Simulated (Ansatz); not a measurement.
# C₂H₈BN: basis-set convergence

How large a basis does C₂H₈BN need? Two functionals are run in growing sets.

The runs use Ansatz 0.2.0, Gaussian basis; one geometry, several basis sets.

Plan: PBE0-D4/def2-SVP; ωB97M-V/def2-SVP; PBE0-D4/def2-QZVPP; ωB97M-V/def2-QZVPP; the functionals' def2-TZVPP values are taken from earlier runs.

## (1) The geometry

All runs share one geometry, relaxed beforehand with PBE0-D4 in a triple-zeta def2 set.

12 atoms, charge 0, spin multiplicity 1.

Atoms are counted from 1 here; the program's logs count them from 0.

Bond lengths: B1–C2 1.547 Å, B1–H5 1.223 Å, B1–H6 1.218 Å, B1–H8 1.224 Å, C2–N3 1.298 Å, C2–H7 1.094 Å, N3–C4 1.445 Å, N3–H9 1.014 Å, C4–H10 1.089 Å, C4–H11 1.092 Å, C4–H12 1.092 Å. Angles: C2–B1–H5 105.7°, C2–B1–H6 111.1°, C2–B1–H8 105.3°, H5–B1–H6 114.2°, H5–B1–H8 105.6°, H6–B1–H8 114.1°, B1–C2–N3 124.8°, B1–C2–H7 122.3°, N3–C2–H7 112.9°, C2–N3–C4 127.6°, C2–N3–H9 115.0°, C4–N3–H9 117.4°, N3–C4–H10 109.0°, N3–C4–H11 110.4°, N3–C4–H12 110.4°, H10–C4–H11 109.1°, H10–C4–H12 109.1°, H11–C4–H12 108.8°.

## (2) PBE0-D4 in def2-SVP

Contents of in.yaml:

```yaml
crystal:
  periodic: [false, false, false]
  atoms:
    - {symbol: B, position_ang: [-1.427201, 1.341241, -0.043449]}
    - {symbol: C, position_ang: [-0.329973, 0.322647, -0.432725]}
    - {symbol: N, position_ang: [0.381116, -0.359722, 0.411679]}
    - {symbol: C, position_ang: [1.413787, -1.326735, 0.115866]}
    - {symbol: H, position_ang: [-1.117802, 2.387952, -0.595342]}
    - {symbol: H, position_ang: [-1.536458, 1.427707, 1.166804]}
    - {symbol: H, position_ang: [-0.077908, 0.104263, -1.474276]}
    - {symbol: H, position_ang: [-2.441129, 0.956424, -0.610238]}
    - {symbol: H, position_ang: [0.174351, -0.182462, 1.388277]}
    - {symbol: H, position_ang: [1.523855, -1.409364, -0.964348]}
    - {symbol: H, position_ang: [1.148605, -2.304639, 0.523131]}
    - {symbol: H, position_ang: [2.365857, -1.012412, 0.548519]}
basis:
  gaussian: {orbitals: def2-SVP}
hamiltonian: {xc: pbe0, dispersion: d4}
output: {orbitals: {seedname: orbitals}}
```

Started as:

```bash
ansatz run in.yaml --threads 2 --pin off --events-out ev --progress --plain --max-ram 4352MiB
```

Standard output:

```text
Functional definition: PBE0
  name "PBE0"
  cite "Adamo & Barone, J. Chem. Phys. 110, 6158 (1999) doi:10.1063/1.478522"
  cite "Perdew, Burke & Ernzerhof, Phys. Rev. Lett. 77, 3865 (1996) doi:10.1103/PhysRevLett.77.3865"
  parent pbe
  parameter a = 0.25
  parameter kappa = 0.804
  parameter beta = 0.06672455060314922
  exchange = (1 - a)*pbe_x(kappa = kappa, mu = beta*pi^2/3) + a*exact_x
  correlation = pbe_c(beta = beta)
1106 factors; their error is unknown
mean field evaluation 1: about -4356.2539 eV, gradient 4.0e1 eV
mean field evaluation 2: about -4357.6848 eV, gradient 3.4e1 eV
mean field evaluation 4: about -4361.1139 eV, gradient 1.4e0 eV
mean field evaluation 8: about -4361.1200 eV, gradient 4.1e-2 eV
mean field evaluation 16: about -4361.1022 eV, gradient 4.9e-5 eV
mean field -4361.10221880 eV, -160.2675504796 hartree, gradient 4.9e-5 eV, S^2 0.000000; 0 other end points of the search recorded, 0 dependent functions left out
reference -4361.10224861 eV, -160.2675515753 hartree; 16, 16 occupied and 80, 80 virtual orbitals, 1106 factors
Total energy: -4361.24954308 eV, -160.2729645472 hartree
```

Run time: 1.4 s. Hardware: 2 threads of Arm Neoverse V1, shared host.

## (3) ωB97M-V in def2-SVP

in.yaml, as its differences from that of step 2:

```diff
@@ -17,3 +17,3 @@
   gaussian: {orbitals: def2-SVP}
-hamiltonian: {xc: pbe0, dispersion: d4}
+hamiltonian: {xc: {name: wB97M-V}}
 output: {orbitals: {seedname: orbitals}}
```

The command is unchanged.

Standard output, shortened:

```text
Functional definition: wB97M-V
  name "wB97M-V"
  cite "Mardirossian & Head-Gordon, J. Chem. Phys. 144, 214110 (2016) doi:10.1063/1.4952647"
  cite "Becke, J. Chem. Phys. 107, 8554 (1997) doi:10.1063/1.475007"
  cite "Vydrov & Van Voorhis, J. Chem. Phys. 133, 244103 (2010) doi:10.1063/1.3521275"
  # Of w^i u^j: cxij and so on, Table III.
[...]
  gx(w, u) = 1 - cx + cx01*u + cx10*w
  gss(w, u) = css00 + css04*u^4 + css10*w + css20*w^2 + css43*w^4*u^3
  gos(w, u) = cos00 + cos10*w + (cos20 + cos21*u)*w^2 + (cos60 + cos61*u)*w^6
[...]
      + integral(e_c_pw_mod_opposite_spin*gos(b97_w_opposite, b97_u_opposite)) + vv10(b, c)
1106 factors; their error is unknown
296 factors; integrals over basis functions are off by at most 1.1e-5 eV
[...]
mean field -4363.72624672 eV, -160.3639817269 hartree, gradient 6.9e-5 eV, S^2 0.000000; 0 other end points of the search recorded, 0 dependent functions left out
reference -4363.72629013 eV, -160.3639833223 hartree; 16, 16 occupied and 80, 80 virtual orbitals, 1106 factors
Total energy: -4363.72629013 eV, -160.3639833223 hartree
```

It took 6.5 s on 2 threads of Arm Neoverse V1, shared host.

## (4) PBE0-D4 in def2-QZVPP

in.yaml, as its differences from that of step 3:

```diff
@@ -16,4 +16,4 @@
 basis:
-  gaussian: {orbitals: def2-SVP}
-hamiltonian: {xc: {name: wB97M-V}}
+  gaussian: {orbitals: "def2-QZVPP.json"}
+hamiltonian: {xc: pbe0, dispersion: d4}
 output: {orbitals: {seedname: orbitals}}
```

The command is unchanged.

Standard output:

```text
Functional definition: PBE0
  name "PBE0"
  cite "Adamo & Barone, J. Chem. Phys. 110, 6158 (1999) doi:10.1063/1.478522"
  cite "Perdew, Burke & Ernzerhof, Phys. Rev. Lett. 77, 3865 (1996) doi:10.1103/PhysRevLett.77.3865"
  parent pbe
  parameter a = 0.25
  parameter kappa = 0.804
  parameter beta = 0.06672455060314922
  exchange = (1 - a)*pbe_x(kappa = kappa, mu = beta*pi^2/3) + a*exact_x
  correlation = pbe_c(beta = beta)
1226 factors; their error is unknown
mean field evaluation 1: about -4358.6474 eV, gradient 5.5e1 eV
mean field evaluation 2: about -4359.1323 eV, gradient 5.2e1 eV
mean field evaluation 4: about -4366.1676 eV, gradient 3.6e0 eV
mean field evaluation 8: about -4366.1939 eV, gradient 4.0e-2 eV
mean field evaluation 16: about -4366.1936 eV, gradient 2.6e-5 eV
mean field -4366.19358263 eV, -160.4546546495 hartree, gradient 2.6e-5 eV, S^2 0.000000; 0 other end points of the search recorded, 0 dependent functions left out
reference -4366.19362771 eV, -160.4546563059 hartree; 16, 16 occupied and 452, 452 virtual orbitals, 1226 factors
Total energy: -4366.34092218 eV, -160.4600692778 hartree
```

Run time: 12 s. Hardware: 2 threads of Arm Neoverse V1, shared host; peak memory 1.2 GiB.

## (5) ωB97M-V in def2-QZVPP

in.yaml, as its differences from that of step 4:

```diff
@@ -17,3 +17,3 @@
   gaussian: {orbitals: "def2-QZVPP.json"}
-hamiltonian: {xc: pbe0, dispersion: d4}
+hamiltonian: {xc: {name: wB97M-V}}
 output: {orbitals: {seedname: orbitals}}
```

Launched as before.

Standard output, shortened:

```text
Functional definition: wB97M-V
  name "wB97M-V"
  cite "Mardirossian & Head-Gordon, J. Chem. Phys. 144, 214110 (2016) doi:10.1063/1.4952647"
  cite "Becke, J. Chem. Phys. 107, 8554 (1997) doi:10.1063/1.475007"
  cite "Vydrov & Van Voorhis, J. Chem. Phys. 133, 244103 (2010) doi:10.1063/1.3521275"
  # Of w^i u^j: cxij and so on, Table III.
[...]
  gx(w, u) = 1 - cx + cx01*u + cx10*w
  gss(w, u) = css00 + css04*u^4 + css10*w + css20*w^2 + css43*w^4*u^3
  gos(w, u) = cos00 + cos10*w + (cos20 + cos21*u)*w^2 + (cos60 + cos61*u)*w^6
[...]
      + integral(e_c_pw_mod_opposite_spin*gos(b97_w_opposite, b97_u_opposite)) + vv10(b, c)
1226 factors; their error is unknown
387 factors; integrals over basis functions are off by at most 9.5e-6 eV
[...]
mean field -4369.13430226 eV, -160.5627241024 hartree, gradient 6.2e-5 eV, S^2 0.000000; 0 other end points of the search recorded, 0 dependent functions left out
reference -4369.13437140 eV, -160.5627266434 hartree; 16, 16 occupied and 452, 452 virtual orbitals, 1226 factors
Total energy: -4369.13437140 eV, -160.5627266434 hartree
```

It took 27 s on 2 threads of Arm Neoverse V1, shared host; peak memory 1.5 GiB.

## (6) Functionals by basis

The def2-TZVPP values come from earlier runs at the same geometry.

```tsv
functional	basis	functions	energy (eV)	from the largest (eV)	HOMO (eV)	LUMO (eV)
PBE0-D4	def2-SVP	96	-4361.2495	5.091	-7.42	-0.95
PBE0-D4	def2-TZVPP	236	-4366.0846	0.256	-7.54	-1.08
PBE0-D4	def2-QZVPP	468	-4366.3409	0.000	-7.56	-1.13
ωB97M-V	def2-SVP	96	-4363.7263	5.408	-9.56	1.26
ωB97M-V	def2-TZVPP	236	-4368.8857	0.249	-9.74	1.05
ωB97M-V	def2-QZVPP	468	-4369.1344	0.000	-9.75	0.97
```

## (7) Outcome

| quantity | value |
| --- | --- |
| PBE0-D4: double and triple zeta above quadruple | 5.09, 0.26 eV |
| ωB97M-V: double and triple zeta above quadruple | 5.41, 0.25 eV |

What this shows: For PBE0-D4 the step from double to triple zeta gains 4.84 eV and the next only 0.26 eV. Total energies overstate the basis error of differences, where much of it tends to cancel.

For PBE0-D4 the largest set took about 8 times as long as the smallest (12 s against 1.4 s).
